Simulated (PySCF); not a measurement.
# C5H4BrN: NMR shieldings, spin-spin couplings, relativistic core levels

Wanted: NMR shieldings, spin-spin couplings, relativistic core levels for C5H4BrN (`Brc1cccnc1`).

Programs: PySCF 2.14.0, with routines of our own; each step states its level. All values are computed. Atoms count from 0.

## Step 1: The starting structure

11 atoms, charge 0, multiplicity 1; geometry from: GFN2-xTB.

## Step 2: Optimising the geometry at PBE0-D3(BJ)/def2-SVP

Job settings and geometry (Å):

```
{"job": {"xc": "PBE0", "basis": "def2-SVP", "d3": "d3bj", "grid": 1, "maxiter": 30, "shake": 0.01, "kind": "geom"}, "charge": 0, "multiplicity": 1}
Br     2.989120     0.847650    -0.083960
C      1.166710     0.245720    -0.039790
C      0.101140     1.150450    -0.005530
C     -1.134430     0.648730     0.035790
C     -1.338990    -0.737410     0.023790
N     -0.330110    -1.577770    -0.007390
C      0.913280    -1.114070    -0.040180
H      0.323200     2.221560     0.001660
H     -2.019660     1.315110     0.090310
H     -2.323180    -1.179840     0.073000
H      1.691020    -1.845950    -0.063370
```

Run with:

```sh
OMP_NUM_THREADS=1 python heavy_run.py task.json out
```

One launch serves the whole session: the jobs run in the order shown.

The program printed:

```text
step   0  E = -2820.76493978  max force = 0.069510
step   1  E = -2820.76981086  max force = 0.015536
step   2  E = -2820.77007961  max force = 0.004376
step   3  E = -2820.77002305  max force = 0.005061
step   4  E = -2820.77017299  max force = 0.001345
step   5  E = -2820.77015904  max force = 0.002090
step   6  E = -2820.77018898  max force = 0.000567
step   7  E = -2820.77019109  max force = 0.000152
optimisation converged
```

Wall time 69 s (1 thread of Arm Neoverse V1, shared host); peak memory 0.52 GiB.

The steps of the relaxation: (the energy doesn't fall at every step)

```csv
step,energy from step 0 (eV),largest force component (eV/Å)
0,0.0000,3.5743
1,-0.1325,0.7989
2,-0.1399,0.2250
3,-0.1383,0.2602
4,-0.1424,0.0692
5,-0.1420,0.1075
6,-0.1428,0.0292
7,-0.1429,0.0078
```

Distances of close pairs at the start and the end, largest changes first:

```csv
bond,before (Å),after (Å),change (Å)
C2–C3,1.334,1.392,+0.058
Br0–C1,1.920,1.882,-0.038
C6–H10,1.068,1.095,+0.027
C3–H8,1.109,1.092,-0.017
C4–N5,1.313,1.330,+0.017
C4–H9,1.080,1.096,+0.015
C1–C6,1.383,1.398,+0.015
C3–C4,1.401,1.394,-0.007
```

The end geometry stands in the next job.

```csv
at the end point,value
point group (found at 0.08 Å tolerance),Cs
"rotational constants (GHz, main isotopes)","5.868, 1.006, 0.859"
dipole moment (D),1.97
```

## Step 3: NMR shieldings: PBE/pcJ-1 Br:dyall-v2z, spin–orbit

Job settings and geometry (Å):

```
{"job": {"kind": "hnmr", "xc": "PBE", "basis": {"default": "pcJ-1", "Br": "dyall-v2z"}, "rel": "so"}, "charge": 0, "multiplicity": 1}
Br     2.047315     0.340672    -0.322534
C      0.266340    -0.257545    -0.210929
C     -0.787950     0.650913    -0.173223
C     -2.081175     0.142405    -0.090223
C     -2.255934    -1.240314    -0.048897
N     -1.244078    -2.103230    -0.084850
C     -0.007816    -1.627663    -0.163922
H     -0.598508     1.725537    -0.207865
H     -2.942641     0.812846    -0.057674
H     -3.262044    -1.669182     0.016626
H      0.813475    -2.351995    -0.192277
```

Method: PBE/pcJ-1 Br:dyall-v2z GIAO NMR shielding, X2C with spin-orbit coupling, screened-nuclear two-electron part, Gaussian nuclei, gas phase.

The program printed:

```text
spin-free SCF
coarse grid: 48240 points
cycle   1  E = -2853.4129747103  dE =  8.432e-01  |g| = 4.684e-01  |ddm| = 3.397e+00
cycle   2  E = -2853.3465801612  dE =  6.639e-02  |g| = 6.440e-01  |ddm| = 1.332e+00
cycle   3  E = -2853.4358294563  dE = -8.925e-02  |g| = 2.510e-01  |ddm| = 1.063e+00
cycle   4  E = -2853.4474443729  dE = -1.161e-02  |g| = 1.363e-01  |ddm| = 3.455e-01
cycle   5  E = -2853.4520401405  dE = -4.596e-03  |g| = 3.566e-02  |ddm| = 1.574e-01
cycle   6  E = -2853.4523561651  dE = -3.160e-04  |g| = 1.316e-02  |ddm| = 4.783e-02
cycle   7  E = -2853.4523853468  dE = -2.918e-05  |g| = 4.293e-03  |ddm| = 1.271e-02
cycle   8  E = -2853.4523894428  dE = -4.096e-06  |g| = 1.677e-03  |ddm| = 5.468e-03
final grid: 101600 points
cycle   9  E = -2853.4526028074  dE =  4.657e-06  |g| = 4.503e-03  |ddm| = 5.881e-03
cycle  10  E = -2853.4525657505  dE =  3.706e-05  |g| = 1.218e-02  |ddm| = 1.548e-02
cycle  11  E = -2853.4526082987  dE = -4.255e-05  |g| = 4.290e-04  |ddm| = 1.156e-02
cycle  12  E = -2853.4526082834  dE =  1.525e-08  |g| = 4.641e-04  |ddm| = 7.851e-04
cycle  13  E = -2853.4526083283  dE = -4.486e-08  |g| = 1.384e-04  |ddm| = 5.064e-04
cycle  14  E = -2853.4526083313  dE = -2.970e-09  |g| = 4.764e-05  |ddm| = 1.481e-04
converged SCF energy = -2853.4526083313
two-component SCF
cycle   1  E = -2853.3856958716  dE = -2.853e+03  |FDS-SDF| = 2.196e+01
cycle   2  E = -2853.5308643651  dE = -1.452e-01  |FDS-SDF| = 7.938e-03
cycle   3  E = -2853.5308642497  dE =  1.154e-07  |FDS-SDF| = 2.828e-03
cycle   4  E = -2853.5308638963  dE =  3.534e-07  |FDS-SDF| = 2.214e-03
cycle   5  E = -2853.5308643915  dE = -4.951e-07  |FDS-SDF| = 1.085e-03
cycle   6  E = -2853.5308646897  dE = -2.983e-07  |FDS-SDF| = 1.205e-04
cycle   7  E = -2853.5308646926  dE = -2.854e-09  |FDS-SDF| = 5.697e-05
converged, E = -2853.5308646926

Field gradients (au) and densities at the nuclei (bohr^-3)
atom        Vxx        Vyy        Vzz        centre      nuclear mean
  0 Br    -3.7194    -4.3316     8.0510      40852.192      40792.259
  1 C      0.0775     0.2563    -0.3338        126.233        126.231
  2 C     -0.1166    -0.1687     0.2853        126.195        126.192
  3 C     -0.1069    -0.1661     0.2730        126.190        126.187
  4 C     -0.0631    -0.1992     0.2623        126.184        126.182
  5 N      0.3629     0.7054    -1.0683        205.159        205.154
  6 C     -0.0546    -0.1854     0.2401        126.198        126.196
  7 H     -0.1373    -0.1567     0.2940          0.478          0.478
  8 H     -0.1376    -0.1583     0.2959          0.479          0.479
  9 H     -0.1331    -0.1541     0.2873          0.483          0.483
 10 H     -0.1315    -0.1538     0.2853          0.481          0.481
without picture change
  0 Br                           8.3212                     66306.915

Core orbital energies (eV)
atom   shell        mean    spread
  0 Br 1s       -13301.201   0.000
  0 Br 2s        -1730.442   0.000
  0 Br 3s         -237.116   0.000
  0 Br 4s          -20.520   0.000
  0 Br 2p1/2     -1557.897   0.000
  0 Br 2p3/2     -1510.883   0.083
  0 Br 3p1/2      -177.217   0.000
  0 Br 3p3/2      -170.409   0.261
  0 Br 3d3/2       -66.607   0.265
  0 Br 3d5/2       -65.546   0.359

vertical triplet (scalar unrestricted SCF): 4.014 eV

Shielding tensors (ppm)
atom      isotropic    diamagn.    paramagn.     s11        s22        s33       span
  0 Br     2283.01     2988.98     -705.97    1883.67    1892.51    3072.84    1189.17
  1 C        48.35      254.83     -206.47     -53.99      63.69     135.37     189.36
  2 C        37.99      249.30     -211.31     -66.43      30.05     150.34     216.78
  3 C        51.28      256.33     -205.05     -56.72      48.74     161.83     218.54
  4 C        30.09      251.37     -221.28     -75.49      23.43     142.32     217.80
  5 N      -100.40      328.58     -428.98    -404.27    -168.08     271.14     675.42
  6 C        24.19      249.50     -225.31     -74.59      29.42     117.75     192.34
  7 H        23.54       30.19       -6.65      19.19      22.35      29.07       9.87
  8 H        24.30       29.75       -5.45      21.62      23.90      27.38       5.76
  9 H        22.70       27.52       -4.82      19.12      22.72      26.27       7.15
 10 H        22.43       28.97       -6.54      17.46      20.89      28.94      11.48
```

Run time: 2 min. Hardware: 1 thread of Arm Neoverse V1, shared host; peak memory 1.4 GiB.

From this job:

```csv
quantity,value
energy from spin-orbit coupling,-0.0783 Eh
```

## Step 4: Spin-spin couplings: PBE/pcJ-1 Br:dyall-v2z, spin–orbit

The job, as its differences from that of step 3:

```diff
@@ -1,2 +1,2 @@
-{"job": {"kind": "hnmr", "xc": "PBE", "basis": {"default": "pcJ-1", "Br": "dyall-v2z"}, "rel": "so"}, "charge": 0, "multiplicity": 1}
+{"job": {"kind": "hj", "xc": "PBE", "basis": {"default": "pcJ-1", "Br": "dyall-v2z"}, "rel": "so", "atoms": [0]}, "charge": 0, "multiplicity": 1}
 Br     2.047315     0.340672    -0.322534
```

Level: PBE/pcJ-1 Br:dyall-v2z indirect spin-spin coupling, X2C with spin-orbit coupling, screened-nuclear two-electron part, Gaussian nuclei, gas phase.

The program printed:

```text
spin-free SCF
coarse grid: 48240 points
cycle   1  E = -2853.4129747103  dE =  8.432e-01  |g| = 4.684e-01  |ddm| = 3.397e+00
cycle   2  E = -2853.3465801612  dE =  6.639e-02  |g| = 6.440e-01  |ddm| = 1.332e+00
cycle   3  E = -2853.4358294563  dE = -8.925e-02  |g| = 2.510e-01  |ddm| = 1.063e+00
cycle   4  E = -2853.4474443729  dE = -1.161e-02  |g| = 1.363e-01  |ddm| = 3.455e-01
cycle   5  E = -2853.4520401405  dE = -4.596e-03  |g| = 3.566e-02  |ddm| = 1.574e-01
cycle   6  E = -2853.4523561651  dE = -3.160e-04  |g| = 1.316e-02  |ddm| = 4.783e-02
cycle   7  E = -2853.4523853468  dE = -2.918e-05  |g| = 4.293e-03  |ddm| = 1.271e-02
cycle   8  E = -2853.4523894428  dE = -4.096e-06  |g| = 1.677e-03  |ddm| = 5.468e-03
final grid: 101600 points
cycle   9  E = -2853.4526028074  dE =  4.657e-06  |g| = 4.503e-03  |ddm| = 5.881e-03
cycle  10  E = -2853.4525657505  dE =  3.706e-05  |g| = 1.218e-02  |ddm| = 1.548e-02
cycle  11  E = -2853.4526082987  dE = -4.255e-05  |g| = 4.290e-04  |ddm| = 1.156e-02
cycle  12  E = -2853.4526082834  dE =  1.525e-08  |g| = 4.641e-04  |ddm| = 7.851e-04
cycle  13  E = -2853.4526083283  dE = -4.486e-08  |g| = 1.384e-04  |ddm| = 5.064e-04
cycle  14  E = -2853.4526083313  dE = -2.970e-09  |g| = 4.764e-05  |ddm| = 1.481e-04
converged SCF energy = -2853.4526083313
two-component SCF
cycle   1  E = -2853.3856958716  dE = -2.853e+03  |FDS-SDF| = 2.196e+01
cycle   2  E = -2853.5308643651  dE = -1.452e-01  |FDS-SDF| = 7.938e-03
cycle   3  E = -2853.5308642497  dE =  1.154e-07  |FDS-SDF| = 2.828e-03
cycle   4  E = -2853.5308638963  dE =  3.534e-07  |FDS-SDF| = 2.214e-03
cycle   5  E = -2853.5308643915  dE = -4.951e-07  |FDS-SDF| = 1.085e-03
cycle   6  E = -2853.5308646897  dE = -2.983e-07  |FDS-SDF| = 1.205e-04
cycle   7  E = -2853.5308646926  dE = -2.854e-09  |FDS-SDF| = 5.697e-05
converged, E = -2853.5308646926

Indirect spin-spin couplings
  i        j     bonds      J/Hz   K/1e19 T2/J   anisotropy/Hz
  0  79Br   1  13C    1     -195.75     -257.73       119.8
  0  79Br   2  13C    2       -2.85       -3.75        50.4
  0  79Br   3  13C    3       -1.81       -2.38        15.6
  0  79Br   4  13C    4        0.46        0.60         9.8
  0  79Br   5  15N    3        2.28       -7.46         7.3
  0  79Br   6  13C    2       -3.33       -4.38        54.1
  0  79Br   7   1H    3        5.41        1.79        17.8
  0  79Br   8   1H    4        0.88        0.29         4.7
  0  79Br   9   1H    5        4.65        1.54        -5.1
  0  79Br  10   1H    3        0.10        0.03         8.7
```

Wall time 62 s (1 thread of Arm Neoverse V1, shared host); peak memory 1.2 GiB.

In short:

```csv
quantity,value
energy from spin-orbit coupling,-0.0783 Eh
```

## Step 5: Relativistic core levels: PBE/pcJ-1 Br:dyall-v2z, spin–orbit

The job, as its differences from that of step 4:

```diff
@@ -1,2 +1,2 @@
-{"job": {"kind": "hj", "xc": "PBE", "basis": {"default": "pcJ-1", "Br": "dyall-v2z"}, "rel": "so", "atoms": [0]}, "charge": 0, "multiplicity": 1}
+{"job": {"kind": "hxps", "xc": "PBE", "basis": {"default": "pcJ-1", "Br": "dyall-v2z"}, "rel": "so", "holes": [[0, "3d"]]}, "charge": 0, "multiplicity": 1}
 Br     2.047315     0.340672    -0.322534
```

Method: PBE/pcJ-1 Br:dyall-v2z core ionisation, delta-SCF with one localised hole, X2C with spin-orbit coupling, screened-nuclear two-electron part, Gaussian nuclei, gas phase.

The program printed:

```text
spin-free SCF
coarse grid: 48240 points
cycle   1  E = -2853.4129747103  dE =  8.432e-01  |g| = 4.684e-01  |ddm| = 3.397e+00
cycle   2  E = -2853.3465801612  dE =  6.639e-02  |g| = 6.440e-01  |ddm| = 1.332e+00
cycle   3  E = -2853.4358294563  dE = -8.925e-02  |g| = 2.510e-01  |ddm| = 1.063e+00
cycle   4  E = -2853.4474443729  dE = -1.161e-02  |g| = 1.363e-01  |ddm| = 3.455e-01
cycle   5  E = -2853.4520401405  dE = -4.596e-03  |g| = 3.566e-02  |ddm| = 1.574e-01
cycle   6  E = -2853.4523561651  dE = -3.160e-04  |g| = 1.316e-02  |ddm| = 4.783e-02
cycle   7  E = -2853.4523853468  dE = -2.918e-05  |g| = 4.293e-03  |ddm| = 1.271e-02
cycle   8  E = -2853.4523894428  dE = -4.096e-06  |g| = 1.677e-03  |ddm| = 5.468e-03
final grid: 101600 points
cycle   9  E = -2853.4526028074  dE =  4.657e-06  |g| = 4.503e-03  |ddm| = 5.881e-03
cycle  10  E = -2853.4525657505  dE =  3.706e-05  |g| = 1.218e-02  |ddm| = 1.548e-02
cycle  11  E = -2853.4526082987  dE = -4.255e-05  |g| = 4.290e-04  |ddm| = 1.156e-02
cycle  12  E = -2853.4526082834  dE =  1.525e-08  |g| = 4.641e-04  |ddm| = 7.851e-04
cycle  13  E = -2853.4526083283  dE = -4.486e-08  |g| = 1.384e-04  |ddm| = 5.064e-04
cycle  14  E = -2853.4526083313  dE = -2.970e-09  |g| = 4.764e-05  |ddm| = 1.481e-04
converged SCF energy = -2853.4526083313
two-component SCF
cycle   1  E = -2853.3856958716  dE = -2.853e+03  |FDS-SDF| = 2.196e+01
cycle   2  E = -2853.5308643651  dE = -1.452e-01  |FDS-SDF| = 7.938e-03
cycle   3  E = -2853.5308642497  dE =  1.154e-07  |FDS-SDF| = 2.828e-03
cycle   4  E = -2853.5308638963  dE =  3.534e-07  |FDS-SDF| = 2.214e-03
cycle   5  E = -2853.5308643915  dE = -4.951e-07  |FDS-SDF| = 1.085e-03
cycle   6  E = -2853.5308646897  dE = -2.983e-07  |FDS-SDF| = 1.205e-04
cycle   7  E = -2853.5308646926  dE = -2.854e-09  |FDS-SDF| = 5.697e-05
converged, E = -2853.5308646926

Field gradients (au) and densities at the nuclei (bohr^-3)
atom        Vxx        Vyy        Vzz        centre      nuclear mean
  0 Br    -3.7194    -4.3316     8.0510      40852.192      40792.259
  1 C      0.0775     0.2563    -0.3338        126.233        126.231
  2 C     -0.1166    -0.1687     0.2853        126.195        126.192
  3 C     -0.1069    -0.1661     0.2730        126.190        126.187
  4 C     -0.0631    -0.1992     0.2623        126.184        126.182
  5 N      0.3629     0.7054    -1.0683        205.159        205.154
  6 C     -0.0546    -0.1854     0.2401        126.198        126.196
  7 H     -0.1373    -0.1567     0.2940          0.478          0.478
  8 H     -0.1376    -0.1583     0.2959          0.479          0.479
  9 H     -0.1331    -0.1541     0.2873          0.483          0.483
 10 H     -0.1315    -0.1538     0.2853          0.481          0.481
without picture change
  0 Br                           8.3212                     66306.915

Core orbital energies (eV)
atom   shell        mean    spread
  0 Br 1s       -13301.201   0.000
  0 Br 2s        -1730.442   0.000
  0 Br 3s         -237.116   0.000
  0 Br 4s          -20.520   0.000
  0 Br 2p1/2     -1557.897   0.000
  0 Br 2p3/2     -1510.883   0.083
  0 Br 3p1/2      -177.217   0.000
  0 Br 3p3/2      -170.409   0.261
  0 Br 3d3/2       -66.607   0.265
  0 Br 3d5/2       -65.546   0.359

hole in 3d5/2 of atom 0
cycle   1  E = -2850.3603152585  dE = -2.850e+03  |FDS-SDF| = 2.213e+00
cycle   2  E = -2849.8226422881  dE =  5.377e-01  |FDS-SDF| = 2.976e+00
cycle   3  E = -2850.5464523093  dE = -7.238e-01  |FDS-SDF| = 8.145e-01
cycle   4  E = -2850.6378451186  dE = -9.139e-02  |FDS-SDF| = 6.003e-01
cycle   5  E = -2850.7196822618  dE = -8.184e-02  |FDS-SDF| = 2.452e-01
cycle   6  E = -2850.7329219660  dE = -1.324e-02  |FDS-SDF| = 8.262e-02
cycle   7  E = -2850.7342244226  dE = -1.302e-03  |FDS-SDF| = 3.941e-02
cycle   8  E = -2850.7346165833  dE = -3.922e-04  |FDS-SDF| = 9.443e-03
cycle   9  E = -2850.7346387679  dE = -2.218e-05  |FDS-SDF| = 3.244e-03
cycle  10  E = -2850.7346415097  dE = -2.742e-06  |FDS-SDF| = 6.130e-04
cycle  11  E = -2850.7346415357  dE = -2.606e-08  |FDS-SDF| = 3.175e-04
cycle  12  E = -2850.7346415594  dE = -2.368e-08  |FDS-SDF| = 8.736e-05
converged, E = -2850.7346415594

Core binding energies (eV)
atom   line    delta-SCF   -orbital   splitting
  0 Br 3d5/2      76.018      65.55     1.061
```

Run time: 62 s. Hardware: 1 thread of Arm Neoverse V1, shared host; peak memory 1.2 GiB.

Key values:

```csv
quantity,value
energy from spin-orbit coupling,-0.0783 Eh
```

## Step 6: NMR shieldings: PBE/pcJ-1 Br:dyall-v2z, non-relativistic

The job, as its differences from that of step 5:

```diff
@@ -1,2 +1,2 @@
-{"job": {"kind": "hxps", "xc": "PBE", "basis": {"default": "pcJ-1", "Br": "dyall-v2z"}, "rel": "so", "holes": [[0, "3d"]]}, "charge": 0, "multiplicity": 1}
+{"job": {"kind": "hnmr", "xc": "PBE", "basis": {"default": "pcJ-1", "Br": "dyall-v2z"}, "rel": "nr"}, "charge": 0, "multiplicity": 1}
 Br     2.047315     0.340672    -0.322534
```

Level: PBE/pcJ-1 Br:dyall-v2z GIAO NMR shielding, non-relativistic, Gaussian nuclei, gas phase.

The program printed:

```text
non-relativistic SCF
coarse grid: 48240 points
cycle   1  E = -2821.0915378166  dE = -2.042e+01  |g| = 2.630e+00  |ddm| = 3.462e+00
cycle   2  E = -2820.9929462716  dE =  9.859e-02  |g| = 1.387e+00  |ddm| = 1.522e+00
cycle   3  E = -2820.9333530765  dE =  5.959e-02  |g| = 1.089e+00  |ddm| = 1.942e+00
cycle   4  E = -2821.1144047357  dE = -1.811e-01  |g| = 4.560e-01  |ddm| = 1.437e+00
cycle   5  E = -2821.1645504359  dE = -5.015e-02  |g| = 1.337e-01  |ddm| = 5.731e-01
cycle   6  E = -2821.1684129285  dE = -3.862e-03  |g| = 5.662e-02  |ddm| = 2.036e-01
cycle   7  E = -2821.1692153597  dE = -8.024e-04  |g| = 2.152e-02  |ddm| = 7.138e-02
cycle   8  E = -2821.1693307071  dE = -1.153e-04  |g| = 4.460e-03  |ddm| = 2.269e-02
cycle   9  E = -2821.1693348177  dE = -4.111e-06  |g| = 2.445e-03  |ddm| = 6.962e-03
final grid: 101600 points
cycle  10  E = -2821.1693433741  dE =  9.273e-06  |g| = 6.330e-03  |ddm| = 8.069e-03
cycle  11  E = -2821.1692747748  dE =  6.860e-05  |g| = 1.702e-02  |ddm| = 2.134e-02
cycle  12  E = -2821.1693540486  dE = -7.927e-05  |g| = 9.740e-04  |ddm| = 1.577e-02
cycle  13  E = -2821.1693542765  dE = -2.279e-07  |g| = 6.775e-05  |ddm| = 8.191e-04
cycle  14  E = -2821.1693542776  dE = -1.150e-09  |g| = 3.488e-05  |ddm| = 1.155e-04
converged SCF energy = -2821.1693542776
check of the scalar solution
cycle   1  E = -2821.1693542776  dE = -2.821e+03  |FDS-SDF| = 3.488e-05
cycle   2  E = -2821.1693542764  dE =  1.241e-09  |FDS-SDF| = 7.678e-05
converged, E = -2821.1693542764

Field gradients (au) and densities at the nuclei (bohr^-3)
atom        Vxx        Vyy        Vzz        centre      nuclear mean
  0 Br    -3.4916    -4.0703     7.5619      29281.160      29257.321
  1 C      0.0757     0.2579    -0.3336        125.649        125.647
  2 C     -0.1165    -0.1699     0.2864        125.615        125.612
  3 C     -0.1072    -0.1665     0.2737        125.609        125.607
  4 C     -0.0637    -0.1999     0.2636        125.604        125.601
  5 N      0.3627     0.7065    -1.0691        203.856        203.850
  6 C     -0.0555    -0.1857     0.2412        125.618        125.616
  7 H     -0.1373    -0.1568     0.2940          0.477          0.477
  8 H     -0.1377    -0.1583     0.2960          0.478          0.478
  9 H     -0.1332    -0.1542     0.2874          0.483          0.483
 10 H     -0.1315    -0.1538     0.2854          0.481          0.481

Core orbital energies (eV)
atom   shell        mean    spread
  0 Br 1s       -13086.810   0.000
  0 Br 2s        -1680.748   0.000
  0 Br 3s         -228.908   0.000
  0 Br 4s          -19.919   0.000
  0 Br 2p        -1514.960   0.125
  0 Br 3p         -170.928   0.399
  0 Br 3d          -67.610   0.395

Shielding tensors (ppm)
atom      isotropic    diamagn.    paramagn.     s11        s22        s33       span
  0 Br     1982.51     3124.85    -1142.34    1561.00    1561.90    2824.63    1263.62
  1 C        34.19      255.46     -221.27     -56.79      45.00     114.36     171.16
  2 C        37.08      250.14     -213.07     -66.81      28.49     149.55     216.36
  3 C        50.32      257.20     -206.87     -56.89      47.72     160.14     217.04
  4 C        28.64      252.25     -223.62     -76.39      21.69     140.61     217.00
  5 N      -102.36      329.99     -432.35    -406.33    -170.25     269.49     675.82
  6 C        23.30      250.34     -227.04     -74.34      27.70     116.54     190.87
  7 H        23.67       30.15       -6.48      19.40      22.28      29.34       9.94
  8 H        24.26       29.75       -5.49      21.54      23.85      27.41       5.87
  9 H        22.79       27.50       -4.71      19.25      22.78      26.34       7.08
 10 H        22.59       28.94       -6.35      17.67      20.90      29.21      11.54
```

Run time: 28 s. Hardware: 1 thread of Arm Neoverse V1, shared host; peak memory 1.3 GiB.

(Part 1 of 2 ends here.)
